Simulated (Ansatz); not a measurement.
**C2H4AlFO: one species, many methods**

The task here is to estimate one member of a computed series from the others.

Computed with Ansatz 0.2.0, Gaussian basis. Level: functionals in def2-TZVPP, the program's frozen cores in correlated methods.

The runs, in order: LDA (SPW92), PBE-D4, revPBE-D4, BLYP-D4, r2SCAN-D4, B97M-V, PBE0-D4, B3LYP-D4, r2SCANh-D4, r2SCAN0-D4, HSE06-D4, BHLYP-D4, CAM-B3LYP-D4, LC-ωPBE, ωB97X-V, ωB97M-V, B2PLYP, PBE-QIDH; CCSD(T)/def2-SVP; CCSD(T)/def2-TZVPP; MP2/def2-QZVPP; extrapolation to the limit; RPA on PBE.

## Structure used throughout

The geometry comes from an earlier relaxation with PBE0-D4 in a triple-zeta def2 set; it is a stationary point, not always the lowest conformer.

9 atoms, charge 0, spin multiplicity 1.

Atoms are counted from 1 here; the program's logs count them from 0.

Bond lengths: O1–Al2 1.699 Å, O1–H6 0.955 Å, Al2–C3 1.922 Å, Al2–H7 1.582 Å, C3–C4 1.325 Å, C3–H8 1.088 Å, C4–F5 1.339 Å, C4–H9 1.086 Å. Angles: Al2–O1–H6 123.8°, O1–Al2–C3 114.3°, O1–Al2–H7 121.0°, C3–Al2–H7 124.8°, Al2–C3–C4 118.8°, Al2–C3–H8 124.6°, C4–C3–H8 116.6°, C3–C4–F5 123.2°, C3–C4–H9 125.9°, F5–C4–H9 110.9°.

Geometry (Å):

```csv
atom,x (Å),y (Å),z (Å)
O1,-0.56069,1.92038,-0.05953
Al2,0.30846,0.76165,-0.94690
C3,0.38033,-0.97318,-0.12379
C4,-0.22500,-1.15295,1.04138
F5,-0.22992,-2.32312,1.69171
H6,-0.68134,2.82468,-0.34203
H7,0.98280,1.13274,-2.32913
H8,0.88908,-1.83745,-0.54612
H9,-0.77513,-0.39893,1.59731
```

The first run:

Input file in.yaml:

```yaml
crystal:
  periodic: [false, false, false]
  atoms:
    - {symbol: O, position_ang: [-0.560690, 1.920376, -0.059526]}
    - {symbol: Al, position_ang: [0.308463, 0.761649, -0.946900]}
    - {symbol: C, position_ang: [0.380334, -0.973178, -0.123787]}
    - {symbol: C, position_ang: [-0.224995, -1.152955, 1.041382]}
    - {symbol: F, position_ang: [-0.229922, -2.323123, 1.691709]}
    - {symbol: H, position_ang: [-0.681341, 2.824680, -0.342034]}
    - {symbol: H, position_ang: [0.982804, 1.132735, -2.329135]}
    - {symbol: H, position_ang: [0.889077, -1.837452, -0.546118]}
    - {symbol: H, position_ang: [-0.775130, -0.398933, 1.597311]}
basis:
  gaussian: {orbitals: def2-TZVPP}
hamiltonian: {xc: lda}
output: {orbitals: {seedname: orbitals}}
```

The run is started by

```
$ ansatz run in.yaml --threads 2 --pin off --events-out ev --progress --plain --max-ram 4352MiB
```

Among the steps run: LDA; PBE-D4 (GGA); revPBE-D4 (GGA); BLYP-D4 (GGA); r2SCAN-D4 (meta-GGA); B97M-V (meta-GGA); B3LYP-D4 (hybrid); r2SCANh-D4 (hybrid); r2SCAN0-D4 (hybrid); HSE06-D4 (hybrid); BHLYP-D4 (hybrid); CAM-B3LYP-D4 (range-separated); LC-ωPBE (range-separated); ωB97X-V (range-separated); ωB97M-V (range-separated); B2PLYP (double hybrid); PBE-QIDH (double hybrid).

One table of the session follows, with a row left open; its other results are not shown here.

It belongs to the step «Frontier levels by functional». 

| functional | HOMO (eV) | gap (eV) |
| --- | --- | --- |
| LDA (SPW92) | -6.81 | 4.62 |
| PBE-D4 | -6.60 | 4.67 |
| revPBE-D4 | -6.53 | 4.70 |
| BLYP-D4 | -6.44 | 4.62 |
| r2SCAN-D4 | ? | ? |
| B97M-V | -6.87 | 5.09 |
| PBE0-D4 | -7.81 | 6.70 |
| B3LYP-D4 | -7.57 | 6.23 |
| r2SCANh-D4 | -7.29 | 5.90 |
| r2SCAN0-D4 | -7.97 | 7.01 |
| HSE06-D4 | -7.41 | 5.92 |
| BHLYP-D4 | -8.84 | 8.55 |
| CAM-B3LYP-D4 | -9.14 | 8.99 |
| LC-ωPBE | -10.52 | 11.48 |
| ωB97X-V | -10.13 | 11.00 |
| ωB97M-V | -10.04 | 10.69 |

**Question.** Estimate the row for r2SCAN-D4.

Worked estimate for «HOMO (eV)». Against the share of exact exchange, r2SCANh-D4 (0.1, -7.29), r2SCAN0-D4 (0.25, -7.97) give a slope of -4.53 per unit share; at 0 the line stands at -6.84.

As computed: HOMO (eV): -6.84; gap (eV): 5.15. In «HOMO (eV)» the line misses by 0.00.
